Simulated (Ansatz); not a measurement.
**Si+ (doublet): energies up the ladder**

Wanted for Si+ (doublet): energies up the ladder. Charge +1. Spin multiplicity 2.

Computed with Ansatz 0.2.0 (the levels named in each step, unless a step's input says otherwise).

## Step 1: The system as given

Structure file:

```xyz
1

Si    0.0000    0.0000    0.0000
```

## Step 2: Single point, PBE0/def2-TZVPP

input.yaml

```yaml
crystal:
  periodic: [false, false, false]
  atoms:
    - { symbol: Si, position_ang: [0.0, 0.0, 0.0] }
magnetization:
  spin_polarized: true
  initial_magnetization: 1
total_charge: 1
basis:
  gaussian: { orbitals: def2-TZVPP }
hamiltonian:
  xc: pbe0
```

On the command line:

```bash
$ ansatz run input.yaml --threads 1 --pin off --max-ram 2560MiB --backend cpu --events-out ev --progress --plain --runs-dir out
```

Further steps of the session: Single point, PBE/def2-TZVPP; Single point, r2SCAN/def2-TZVPP; Single point, B3LYP/def2-TZVPP; Single point, wB97M-V/def2-TZVPP; Single point, B2PLYP/def2-TZVPP; Single point, LDA/def2-TZVPP; Single point, PBE0/def2-SVP; Single point, PBE/def2-SVP; Single point, CCSD(T)/def2-TZVPP; Single point, CCSD(T)/def2-QZVPP.

Before running it: what results should come out? Wanted: energy at CCSD(T)/CBS.

As calculated:

| quantity | value |
| --- | --- |
| energy at CCSD(T)/CBS | -7854.346 eV |

What this shows: These totals serve in differences with atoms or fragments at the same level; alone they don't rank the methods.
